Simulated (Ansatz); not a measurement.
# CH6MoN2O: the cost of one run

The runs use Ansatz 0.2.0, Gaussian basis; the settings change from run to run.

2 further runs of the same task are left out: 2 for a known fault of the program.

### Step 1. The molecule

The geometry comes from an earlier relaxation with PBE0-D4 in a triple-zeta def2 set; it is a stationary point, not always the lowest conformer. Mo takes a core potential in def2 sets; no spin-orbit term is included.

SMILES `[CH3][Mo](=[NH])(=[NH])[OH]`, 11 atoms, charge 0, spin multiplicity 1.

Atoms are counted from 1 here; the program's logs count them from 0.

Bond lengths: C1–Mo2 2.112 Å, C1–H6 1.090 Å, C1–H7 1.094 Å, C1–H8 1.093 Å, Mo2–N3 1.725 Å, Mo2–N4 1.727 Å, Mo2–O5 1.892 Å, N3–H9 1.010 Å, N4–H10 1.011 Å, O5–H11 0.960 Å. Angles: Mo2–C1–H6 111.8°, Mo2–C1–H7 108.3°, Mo2–C1–H8 108.8°, H6–C1–H7 109.0°, H6–C1–H8 109.0°, H7–C1–H8 110.0°, C1–Mo2–N3 103.8°, C1–Mo2–N4 104.0°, C1–Mo2–O5 110.8°, N3–Mo2–N4 112.1°, N3–Mo2–O5 112.2°, N4–Mo2–O5 113.2°, Mo2–N3–H9 156.5°, Mo2–N4–H10 151.7°, Mo2–O5–H11 121.6°.

### Step 2. wB97/def2-TZVPP

This run has atoms shaken by 0.08 Å, a point charge of 2.00 e beside it, relativity set to scalar, high accuracy.

in.yaml reads:

```yaml
crystal:
  periodic: [false, false, false]
  atoms:
    - {symbol: C, position_ang: [-1.689252, 0.393447, 0.482915]}
    - {symbol: Mo, position_ang: [0.311955, -0.231923, -0.139188]}
    - {symbol: N, position_ang: [1.322887, -0.245699, 1.469376]}
    - {symbol: N, position_ang: [1.042255, 0.820734, -1.282850]}
    - {symbol: O, position_ang: [0.357494, -1.916633, -0.852885]}
    - {symbol: H, position_ang: [-1.470242, 1.331708, 1.000137]}
    - {symbol: H, position_ang: [-1.928711, -0.365287, 1.029611]}
    - {symbol: H, position_ang: [-2.162662, 0.543684, -0.341062]}
    - {symbol: H, position_ang: [2.113777, -0.074066, 2.121459]}
    - {symbol: H, position_ang: [1.613328, 1.652449, -1.371947]}
    - {symbol: H, position_ang: [0.497597, -2.076664, -1.677762]}
basis:
  gaussian: {orbitals: def2-TZVPP, point_charges: [{charge: 2.00, position_ang: [5.716, -0.995, -0.990]}]}
hamiltonian: {xc: {name: wB97}, pseudopotentials: {relativity: scalar}}
accuracy: high
```

Started as:

```bash
$ ansatz run in.yaml --threads 4 --pin off --events-out ev --progress --plain --max-ram 10444MiB
```

Q: Estimate wall time and peak memory on 4 threads of Arm Neoverse V2, shared host.

About 32 s, with a peak of 2.5 GiB.
